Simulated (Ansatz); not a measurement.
# C2H4BFO2: the cost of one run

All numbers are computed with Ansatz 0.2.0, driven from Python. Level of theory: B3LYP/def2-SVP.

## 1. Starting point

Bond lengths: C1–C2 1.334 Å, C2–O3 1.403 Å, O3–B4 1.495 Å, B4–O5 1.460 Å, B4–F6 1.446 Å, C1–H7 1.080 Å, C1–H8 1.082 Å, C2–H9 1.082 Å, O5–H10 0.990 Å. Angles: C1–C2–O3 123.8°, C1–C2–H9 118.3°, O3–C2–H9 117.9°, C2–C1–H7 122.1°, C2–C1–H8 119.7°, H7–C1–H8 118.2°, C2–O3–B4 126.4°, O3–B4–O5 119.3°, O3–B4–F6 121.2°, O5–B4–F6 119.1°, B4–O5–H10 104.6°.

No structure file is read: the coordinates are typed or built in the script.

## 2. The code

Contents of c2h4bfo2.py:

```python
import ansatz as az
from ase import Atoms
from ase.thermochemistry import IdealGasThermo
import numpy as np

SETTINGS = {
    "basis": "def2-SVP",
    "xc": "b3lyp",
}

GEOMETRY = """
C    -1.76960    0.15920   -0.13640
C    -0.97610   -0.82440    0.29120
O     0.40890   -0.86310    0.06880
B     1.29710    0.30960   -0.19870
O     2.69950    0.08240   -0.53450
F     0.83380    1.66300    0.01110
H    -1.39310    0.98950   -0.71550
H    -2.83240    0.11600    0.06340
H    -1.42870   -1.65930    0.81020
H     3.16050    0.02710    0.34040
"""


def main() -> None:
    c2h4bfo2 = az.Crystal.molecule()
    for line in GEOMETRY.strip().splitlines():
        symbol, *xyz = line.split()
        c2h4bfo2 = c2h4bfo2.atom(symbol, [float(v) for v in xyz])

    calc = (
        c2h4bfo2.calculation()
        .basis(gaussian=SETTINGS["basis"])
        .functional(SETTINGS["xc"])
    )
    symbols = [site.symbol for site in c2h4bfo2.cartesian_sites]
    start = np.array([site.position_ang for site in c2h4bfo2.cartesian_sites], dtype=float)
    report = calc.relax(force_tolerance=0.003).run(threads=1, backend="cpu").report
    end = np.array(report["positions_ang"])

    print("bond        before    after (A)")
    for i, j in [(0, 1), (0, 6), (0, 7), (1, 2), (1, 8), (2, 3), (3, 4), (3, 5), (4, 9)]:
        d0, d1 = (np.linalg.norm(xyz[i] - xyz[j]) for xyz in (start, end))
        print(f"{symbols[i]}{i}-{symbols[j]}{j}".ljust(10), f"{d0:8.4f} {d1:8.4f}")
    for i, j, k in [(1, 0, 6), (1, 0, 7), (6, 0, 7), (0, 1, 2), (0, 1, 8), (2, 1, 8), (1, 2, 3), (2, 3, 4)]:
        u, v = end[i] - end[j], end[k] - end[j]
        print(f"angle {symbols[i]}{i}-{symbols[j]}{j}-{symbols[k]}{k}: {np.degrees(np.arccos(np.clip(u @ v / np.linalg.norm(u) / np.linalg.norm(v), -1, 1))):.2f} deg")

    minimum = az.Crystal.molecule()
    for symbol, xyz in zip(symbols, end):
        minimum = minimum.atom(symbol, xyz.tolist())
    vibrating = (
        minimum.calculation()
        .basis(gaussian=SETTINGS["basis"])
        .functional(SETTINGS["xc"])
        .phonons(temperatures=(100, 500, 100))
    )
    vib = vibrating.run(threads=1, backend="cpu").report["vibrations"]
    sums = vib["harmonic_sums"]
    modes = [m["omega_inv_cm"] for m in sums["modes_at_gamma"] if m["rigid_motion"] == "no"]
    print("frequencies (1/cm):", " ".join(f"{w:.0f}" for w in modes))
    print("imaginary modes:", sum(w < 0 for w in modes), " zero-point energy:", round(sums["zero_point_energy_ev"], 4), "eV")
    gas = IdealGasThermo(vib_energies=[w / 8065.544 for w in modes if w > 0], geometry="linear" if len(modes) == 3 * len(symbols) - 5 else "nonlinear",
                         atoms=Atoms(symbols, positions=end), symmetrynumber=1, spin=0.0)
    print(f"H(298 K) - E = {gas.get_enthalpy(298.15, verbose=False):.4f} eV")
    print(f"S(298 K, 1 bar) = {96485.33 * gas.get_entropy(298.15, 1e5, verbose=False):.1f} J/(mol K) with symmetry number 1")

    heavier = vibrating.phonons(masses={"H": 2.014102}).run(threads=1, backend="cpu").report["vibrations"]["harmonic_sums"]
    print("deuterated (1/cm):", " ".join(f"{m['omega_inv_cm']:.0f}" for m in heavier["modes_at_gamma"] if m["rigid_motion"] == "no"))
    print("zero-point energy falls by", round(sums["zero_point_energy_ev"] - heavier["zero_point_energy_ev"], 4), "eV")


if __name__ == "__main__":
    main()
```

## 3. The run

On the command line:

```
$ python c2h4bfo2.py
```

What time and memory should one allow on 1 thread of Intel Xeon Platinum 8375C at 2.90GHz (Ice Lake), shared host?

About 7.9 min, with a peak of 0.35 GiB.
